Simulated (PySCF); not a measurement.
# Hf(NH2)4: other functionals and bases at one geometry

An exercise on one series of results from a longer session: the logs are not shown, and one member is left open.

Computed with PySCF 2.14.0. Level: several levels, as the steps say, no spin–orbit coupling.

4 further runs of the same task are left out: 2 for a known fault of the program, 2 that didn't finish.

**Where the work starts**

13 atoms, charge 0, spin multiplicity 1.

Bond lengths: Hf1–N2 2.061 Å, Hf1–N5 2.061 Å, Hf1–N8 2.061 Å, Hf1–N11 2.061 Å, N2–H3 1.029 Å, N2–H4 1.027 Å, N5–H6 1.027 Å, N5–H7 1.029 Å, N8–H9 1.027 Å, N8–H10 1.029 Å, N11–H12 1.029 Å, N11–H13 1.027 Å. Angles: N2–Hf1–N5 110.1°, N2–Hf1–N8 108.2°, N2–Hf1–N11 110.1°, N5–Hf1–N8 110.1°, N5–Hf1–N11 108.2°, N8–Hf1–N11 110.1°, Hf1–N2–H3 123.2°, Hf1–N2–H4 129.1°, H3–N2–H4 107.6°, Hf1–N5–H6 129.1°, Hf1–N5–H7 123.2°, H6–N5–H7 107.6°, Hf1–N8–H9 129.1°, Hf1–N8–H10 123.2°, H9–N8–H10 107.6°, Hf1–N11–H12 123.2°, Hf1–N11–H13 129.1°, H12–N11–H13 107.6°.

As a file:

| atom | x (Å) | y (Å) | z (Å) |
| --- | --- | --- | --- |
| Hf1 | 0.0000 | 0.0000 | 0.0000 |
| N2 | 1.2089 | 1.2300 | 1.1283 |
| H3 | 2.0681 | 0.9045 | 1.5917 |
| H4 | 1.1363 | 2.2421 | 1.2862 |
| N5 | -1.2090 | -1.1282 | 1.2300 |
| H6 | -1.1362 | -1.2864 | 2.2421 |
| H7 | -2.0681 | -1.5917 | 0.9045 |
| N8 | 1.2089 | -1.2300 | -1.1283 |
| H9 | 1.1363 | -2.2421 | -1.2862 |
| H10 | 2.0681 | -0.9045 | -1.5917 |
| N11 | -1.2090 | 1.1282 | -1.2300 |
| H12 | -2.0681 | 1.5917 | -0.9045 |
| H13 | -1.1362 | 1.2864 | -2.2421 |

Formal oxidation states: Hf +4. An earlier session relaxed this geometry at BP86, Hf def2-SVP with ECP60, N def2-SVP, H def2-SVP (singlet, point group S4).

At BP86 on the finer grid: E = -271.914898 Eh, HOMO -5.21 eV, LUMO -0.38 eV, Mulliken charge on Hf1 +0.73 e, largest force component 0.012 eV/Å. 

Levels to run: PBE; B3LYP; BLYP; wB97X; BP86, TZVP; BP86, x2c-SVP. Hardware: 2 threads of Arm Neoverse V1, shared host.

Set-up of the first run:

Input file run.py (the lines that set the calculation):

```python
mol = gto.M(atom='''
Hf    -0.00003     0.00000     0.00000
N      1.20890     1.23004     1.12826
H      2.06811     0.90451     1.59166
H      1.13629     2.24206     1.28621
N     -1.20899    -1.12825     1.23003
H     -1.13618    -1.28637     2.24214
H     -2.06811    -1.59171     0.90451
N      1.20890    -1.23004    -1.12826
H      1.13629    -2.24206    -1.28621
H      2.06811    -0.90451    -1.59166
N     -1.20899     1.12825    -1.23003
H     -2.06811     1.59171    -0.90451
H     -1.13618     1.28637    -2.24214''',
    basis={'Hf': 'def2-SVP', 'N': 'def2-SVP', 'H': 'def2-SVP'},
    ecp={'Hf': 'def2-SVP'},
    charge=0, spin=0)
mf = dft.RKS(mol, xc='PBE')
mf.grids.atom_grid = (75, 302)
mf = mf.density_fit()  # fitting sets: Hf def2-universal-JKFIT, N def2-universal-JKFIT, H def2-universal-JKFIT
mf.conv_tol = 1e-08; mf.max_cycle = 55
mf.kernel(dm0)  # dm0: the density of the relaxed state
```

Started as:

```
$ OMP_NUM_THREADS=2 python run.py
```

Steps of the session up to this table: PBE; B3LYP; BLYP; wB97X; BP86, TZVP; BP86, x2c-SVP.

One table of the session follows, with a row left open; its other results are not shown here.

```
              level  HOMO (eV)  gap (eV)  charge on Hf1 (e)  largest force component (eV/Å)
BP86 (relaxed here)      -5.21      4.83               0.73                            0.01
                PBE      -5.11      4.73               0.71                            0.05
              B3LYP      -6.25      6.28               0.88                            0.34
               BLYP      -4.97      4.60               0.69                            0.13
              wB97X      -8.99     11.03               0.98                            0.45
         BP86, TZVP          ?         ?                  ?                               ?
      BP86, x2c-SVP      -5.36      4.66               0.60                            0.42
```

**Question.** Estimate the row for BP86, TZVP.

As computed: HOMO (eV): -5.40; gap (eV): 4.86; charge on Hf1 (e): 1.26; largest force component (eV/Å): 0.30. In the column «HOMO (eV)» it lies between B3LYP (-6.25) and BP86, x2c-SVP (-5.36).

In one basis the HOMO–LUMO gap runs from 4.60 eV (BLYP) to 11.03 eV (wB97X). The largest leftover force, 0.45 eV/Å with wB97X, stands at a geometry relaxed at another level. Total energies of different levels can't be compared.
